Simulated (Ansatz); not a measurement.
# Ta3AsAu2O13 in Ansatz: convergence with k mesh

Crystal: Ta3AsAu2O13.

```xyz
19
Lattice="5.4520 0.0000 0.0000 -2.7260 4.7216 0.0000 0.0000 0.0000 9.5790" Properties=species:S:1:pos:R:3 pbc="T T T"
Ta    0.0000    0.0000    1.8591
Ta    0.0000    0.0000    7.7199
Ta    2.7260    1.5739    0.0000
As    0.0000    0.0000    4.7895
Au    0.0000    3.1478    2.6273
Au    0.0000    3.1478    6.9517
O     0.0000    0.0000    0.0000
O    -1.3422    4.5861    3.4870
O    -0.5745    1.2662    3.4870
O     1.9167    3.5909    3.4870
O    -1.3422    4.5861    6.0921
O    -0.5745    1.2662    6.0921
O     1.9167    3.5909    6.0921
O     1.1852    1.5782    8.2230
O     3.4927    0.2373    8.2230
O     3.5002    2.9061    8.2230
O     1.1852    1.5782    1.3560
O     3.4927    0.2373    1.3560
O     3.5002    2.9061    1.3560
```

The cell was built by a generator and needn't be a form met in nature.

| Quantity | Value |
| --- | --- |
| Program | Ansatz 0.2.0 |
| Task | convergence study |
| Functional | PBE |
| Potentials or basis | Ansatz PAW |
| Cutoff | 420 eV (not typed: the program's choice for these potentials) |
| k mesh | 2 × 2 × 1 |
| Occupations | fermi-dirac, width 0.05 eV |
| Spin | no spin polarisation |

These are the settings of the first run; the series varies k mesh, with any setting tied to it.

Hardware: 8 threads of Intel(R) Xeon(R) 6975P-C (Granite Rapids), on a shared host.

**Question.** The values tried are 2 × 2 × 1, 3 × 3 × 2, 4 × 4 × 2, 5 × 5 × 3, 7 × 7 × 3, 8 × 8 × 4, 9 × 9 × 5, loosest first. From which on does the energy stay within 1 meV/atom of the tightest run that finished?

**Answer.** From 3 × 3 × 2 on.

```tsv
k mesh	energy less the tightest run, at zero smearing (meV/atom)	pressure (GPa)	largest force (eV/Å)	SCF cycles	CPU time (s)	peak memory (GiB)
2 × 2 × 1	3.32	-0.28	0.327	13	5.8	0.68
3 × 3 × 2	0.38	-0.18	0.204	11	10	1
4 × 4 × 2	-0.24	-0.18	0.202	11	13	1.1
5 × 5 × 3	-0.02	-0.17	0.201	11	20	1.3
7 × 7 × 3	0.00	-0.17	0.200	11	31	1.5
8 × 8 × 4	0.00	-0.17	0.200	11	66	1.7
9 × 9 × 5	0.00	-0.17	0.200	11	75	1.9
```

Against the tightest run, the pressure stays within 0.1 GPa from 3 × 3 × 2 on; the largest force stays within 0.005 eV/Å from 3 × 3 × 2 on. Meshes of other sizes hit other points, so gaps and Fermi surfaces needn't settle smoothly. The tightest run that finished is the yardstick and may itself not be fully converged.

Caveat, for the tightest run too: the pressure holds a Pulay correction of +0.7 GPa for the finite cutoff. The run has no spin-orbit coupling, so splittings on Au, Ta are missing.
